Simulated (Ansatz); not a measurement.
**GaH6NO2 (built from SMILES [H][H].[NH2][Ga]([OH])[OH]): search for a transition state**

Wanted: the transition state of a four-centre ligand exchange (form Ga1–H6, N2–H5 and break Ga1–N2, H5–H6). The guess is relaxed with those distances held, a saddle search follows, and vibrations and two downhill relaxations check it.

Method: PBE0-D4, def2-SVP first, then def2-TZVP; program: Ansatz 0.2.0, Gaussian basis.

152 further runs of the same task are left out: 152 set aside as unsound or not needed.

**1. The starting structure**

The guess: 10 atoms, charge 0, spin multiplicity 1.

Atoms are counted from 1 here; the program's logs count them from 0.

Bond lengths: Ga1–N2 1.955 Å, Ga1–O3 1.723 Å, Ga1–O4 1.723 Å, Ga1–H5 1.953 Å, Ga1–H6 1.899 Å, N2–H7 1.016 Å, N2–H8 1.016 Å, O3–H9 0.954 Å, O4–H10 0.954 Å. Angles: N2–Ga1–O3 119.5°, N2–Ga1–O4 119.5°, N2–Ga1–H5 44.2°, N2–Ga1–H6 77.1°, O3–Ga1–O4 113.2°, O3–Ga1–H5 121.6°, O3–Ga1–H6 110.4°, O4–Ga1–H5 121.6°, O4–Ga1–H6 110.4°, H5–Ga1–H6 32.8°, Ga1–N2–H7 122.6°, Ga1–N2–H8 122.6°, H7–N2–H8 105.8°, Ga1–O3–H9 128.6°, Ga1–O4–H10 128.6°.

Coordinates:

```
atom     x (Å)     y (Å)     z (Å)
 Ga1  -0.41320  -0.42190  -0.11610
  N2   1.13390   0.77250  -0.06950
  O3  -0.24770  -2.04770   0.43030
  O4  -1.58850  -0.24140  -1.36320
  H5   0.15500   1.09040   0.98210
  H6  -0.80950   0.73000   1.34020
  H7   2.05360   0.46500   0.23290
  H8   1.29900   1.48230  -0.77730
  H9   0.30020  -2.38680   1.13330
 H10  -1.88280   0.55770  -1.79290
```

Distances that are to change: Ga1–H6 1.90 Å, N2–H5 1.47 Å, Ga1–N2 1.96 Å, H5–H6 1.09 Å.

**2. Relaxing the guess with the reacting distances held**

File hold/in.yaml:

```yaml
crystal:
  periodic: [false, false, false]
  atoms:
    - {symbol: Ga, position_ang: [-0.413200, -0.421900, -0.116100]}
    - {symbol: N, position_ang: [1.133900, 0.772500, -0.069500]}
    - {symbol: O, position_ang: [-0.247700, -2.047700, 0.430300]}
    - {symbol: O, position_ang: [-1.588500, -0.241400, -1.363200]}
    - {symbol: H, position_ang: [0.155000, 1.090400, 0.982100]}
    - {symbol: H, position_ang: [-0.809500, 0.730000, 1.340200]}
    - {symbol: H, position_ang: [2.053600, 0.465000, 0.232900]}
    - {symbol: H, position_ang: [1.299000, 1.482300, -0.777300]}
    - {symbol: H, position_ang: [0.300200, -2.386800, 1.133300]}
    - {symbol: H, position_ang: [-1.882800, 0.557700, -1.792900]}
basis:
  gaussian: {orbitals: def2-SVP}
hamiltonian: {xc: pbe0, dispersion: d4}
relax: {f_tol: 0.04, max_steps: 150, escape_saddle: false, constraints: [{distance: [0, 5]}, {distance: [1, 4]}, {distance: [0, 1]}, {distance: [4, 5]}]}
```

Command:

```console
> ansatz run in.yaml --threads 4 --pin off --events-out ev --progress --plain --max-ram 9574MiB
```

The runs that follow: Force constants to start from; Saddle search in the small basis; Saddle search in triple zeta; Checking the order of the point; Relaxing after a step of 0.30 Å one way along the mode; Relaxing after a step of 0.30 Å the other way along the mode.

Before running it: what results should come out? Wanted: imaginary mode; barrier from the start side; barrier from the end side; energy of the step; pairs that change; zero-point energy at the saddle.

The runs gave:

| quantity | value |
| --- | --- |
| imaginary mode | 1357i cm⁻¹ |
| barrier from the start side | 22.0 kcal/mol |
| barrier from the end side | 44.8 kcal/mol |
| energy of the step | -22.8 kcal/mol |
| pairs that change | Ga1–H6 formed, N2–H5 formed, Ga1–N2 loosened, H5–H6 broken |
| zero-point energy at the saddle | 1.785 eV |

In words: One imaginary mode, 1357i cm⁻¹, makes this a first-order saddle. Going downhill both ways gives the intended start and end. A bond meant to break is only loosened at the end: the products stay bound as an adduct. At PBE0-D4/def2-TZVP the electronic barrier is 22.0 kcal/mol, about 37 kT at 298 K, and the step runs 22.8 kcal/mol downhill. The barrier is thin enough for tunnelling; the leading (Wigner) term alone is a factor of 2.8 at 298 K. These are plain relaxations, not an intrinsic reaction coordinate.
